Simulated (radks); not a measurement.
# Shell filling in a parabolic well with ω = 3.68 hartree*, with a point charge of +2 at the centre, N = 17 to 26

Aim: add electrons one at a time to a parabolic well with ω = 3.68 hartree*, with a point charge of +2 at the centre, try the lowest free levels for each, keep the configuration of least energy, and see where shells close.

Program: radks, version 2. Model: non-relativistic spin-polarised Kohn-Sham, PBEsol, spherically averaged shells. All values are calculated.

**1. What is given**

- well: a parabolic well with ω = 3.68 hartree*, with a point charge of +2 at the centre
- functional: PBEsol
- levels: named by radial order: 1s, 1p, 1d, 2s, 1f and so on
- units: effective atomic units, hartree* and bohr*
- configuration carried in: 1s2 1p6 1d(up 5, down 1) 2s2 (N = 16, energy 238.795991)

The runs that follow: 17 electrons; 18 electrons; 19 electrons; 20 electrons; N = 21; 22 electrons; N = 23; N = 24; Electron number 25; Electron number 26.

Q: Predict the outcome of this session. Wanted: closed shells at N; largest addition energy; most unpaired electrons; configuration at N = 26.

**Answer**, as computed:

```
               quantity                                      value
     closed shells at N                                         20
largest addition energy  3.49 hartree* at N = 20 (of N = 17 to 25)
most unpaired electrons                                6 at N = 26
configuration at N = 26          1s2 1p6 1d10 2s2 1f(up 6, down 0)
```

Shells close at N = 20, and the second difference peaks there. The largest moment in range is 6, first at N = 26: exchange favours parallel spins in open shells. The model keeps every shell spherical, so real clusters and dots, which can deform, may order levels otherwise.
